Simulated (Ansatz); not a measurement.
# C2H7CuOS: one species, many methods

Aim: compute C2H7CuOS with functionals from several rungs and with coupled cluster. The yardstick is the atomisation energy at the CCSD(T) limit.

Computed with Ansatz 0.2.0, Gaussian basis. Level: functionals in def2-TZVPP, the program's frozen cores in correlated methods.

The runs, in order: LDA (SPW92), PBE-D4, revPBE-D4, BLYP-D4, r2SCAN-D4, B97M-V, PBE0-D4, B3LYP-D4, r2SCANh-D4, r2SCAN0-D4, HSE06-D4, BHLYP-D4, CAM-B3LYP-D4, LC-ωPBE, ωB97X-V, ωB97M-V, B2PLYP, PBE-QIDH; CCSD(T)/def2-SVP; CCSD(T)/def2-TZVPP; MP2/def2-QZVPP; extrapolation to the limit; RPA on PBE.

### Step 1. The geometry

An earlier PBE0-D4 in a triple-zeta def2 set relaxation fixed the geometry.

SMILES `C[S+](C)[Cu-][OH]`, 12 atoms, charge 0, spin multiplicity 1.

Atoms are counted from 1 here; the program's logs count them from 0.

Bond lengths: C1–S2 1.800 Å, C1–H6 1.089 Å, C1–H7 1.089 Å, C1–H8 1.091 Å, S2–C3 1.800 Å, S2–Cu4 2.146 Å, C3–H9 1.091 Å, C3–H10 1.089 Å, C3–H11 1.089 Å, Cu4–O5 1.786 Å, O5–H12 0.959 Å. Angles: S2–C1–H6 111.0°, S2–C1–H7 107.0°, S2–C1–H8 109.4°, H6–C1–H7 109.4°, H6–C1–H8 110.5°, H7–C1–H8 109.4°, C1–S2–C3 100.2°, C1–S2–Cu4 107.1°, C3–S2–Cu4 107.1°, S2–C3–H9 109.4°, S2–C3–H10 111.0°, S2–C3–H11 107.0°, H9–C3–H10 110.5°, H9–C3–H11 109.4°, H10–C3–H11 109.4°, S2–Cu4–O5 174.8°, Cu4–O5–H12 112.9°.

### Step 2. LDA

This LDA is Slater exchange with PW92 correlation.

in.yaml reads:

```yaml
crystal:
  periodic: [false, false, false]
  atoms:
    - {symbol: C, position_ang: [0.816736, 1.158062, 0.967988]}
    - {symbol: S, position_ang: [0.835223, 0.045234, -0.446795]}
    - {symbol: C, position_ang: [-0.470077, 0.778529, -1.446219]}
    - {symbol: Cu, position_ang: [0.115202, -1.857577, 0.236100]}
    - {symbol: O, position_ang: [-0.348343, -3.505940, 0.742408]}
    - {symbol: H, position_ang: [-0.165719, 1.175998, 1.438055]}
    - {symbol: H, position_ang: [1.550852, 0.781608, 1.679197]}
    - {symbol: H, position_ang: [1.104886, 2.159366, 0.645573]}
    - {symbol: H, position_ang: [-0.172554, 1.782520, -1.751310]}
    - {symbol: H, position_ang: [-1.411142, 0.808795, -0.898518]}
    - {symbol: H, position_ang: [-0.585829, 0.151361, -2.329233]}
    - {symbol: H, position_ang: [-1.192237, -3.533054, 1.196754]}
basis:
  gaussian: {orbitals: def2-TZVPP}
hamiltonian: {xc: lda}
output: {orbitals: {seedname: orbitals}}
```

Launch:

```sh
ansatz run in.yaml --threads 4 --pin off --events-out ev --progress --plain --max-ram 11315MiB
```

Further steps of the session: PBE-D4 (GGA); revPBE-D4 (GGA); BLYP-D4 (GGA); r2SCAN-D4 (meta-GGA); B97M-V (meta-GGA); PBE0-D4 (hybrid); B3LYP-D4 (hybrid); r2SCANh-D4 (hybrid); r2SCAN0-D4 (hybrid); HSE06-D4 (hybrid); BHLYP-D4 (hybrid); CAM-B3LYP-D4 (range-separated); LC-ωPBE (range-separated); ωB97X-V (range-separated); ωB97M-V (range-separated); B2PLYP (double hybrid); PBE-QIDH (double hybrid); CCSD(T) in def2-SVP; CCSD(T) in def2-TZVPP; MP2 in def2-QZVPP; RPA on PBE orbitals.

Q: Predict the results of all the runs planned. Wanted: atomisation energy, CCSD(T)/CBS; farthest beyond LDA; mean size of error, GGA; mean size of error, meta-GGA; mean size of error, hybrid; mean size of error, range-separated; mean size of error, double hybrid; gap, smallest and largest; T1 diagnostic.

**Answer**, as computed:

| quantity | value |
| --- | --- |
| atomisation energy, CCSD(T)/CBS | 43.012 eV |
| functionals within 0.215 eV (0.5 %) | BLYP-D4, r2SCAN-D4, B97M-V, r2SCANh-D4, CAM-B3LYP-D4, ωB97X-V, ωB97M-V |
| farthest beyond LDA | BHLYP-D4 (-1.932 eV) |
| mean size of error, GGA | 0.423 eV |
| mean size of error, meta-GGA | 0.127 eV |
| mean size of error, hybrid | 0.649 eV |
| mean size of error, range-separated | 0.192 eV |
| mean size of error, double hybrid | 0.644 eV |
| gap, smallest and largest | 3.42 eV (revPBE-D4), 10.65 eV (LC-ωPBE) |
| T1 diagnostic | 0.0231 |
| triples share of the correlation energy | 4.3 % |

In words: LDA overbinds by 6.484 eV (15 %). PBE-D4 is off by +0.803 eV. Double hybrids carry the basis error of their MP2 part in triple zeta, and no dispersion term here, so their miss is partly the set-up's. The rungs meta-GGA, range-separated miss on average by less than the doubt on the reference (0.215 eV), so they tie. The reference freezes the cores and leaves out relativity and excitations past (T), so misses under about 0.215 eV can't be ranked. Hartree-Fock recovers 69 % of the binding; the rest is correlation. CCSD(T) in def2-SVP is off by -2.998 eV, which most functionals beat. Orbital gaps span 3.4 to 10.7 eV; exact exchange widens them. T1 = 0.023 passes the customary mark of 0.02 by a little. For Cu the d shell is correlated and the shells below it are frozen.
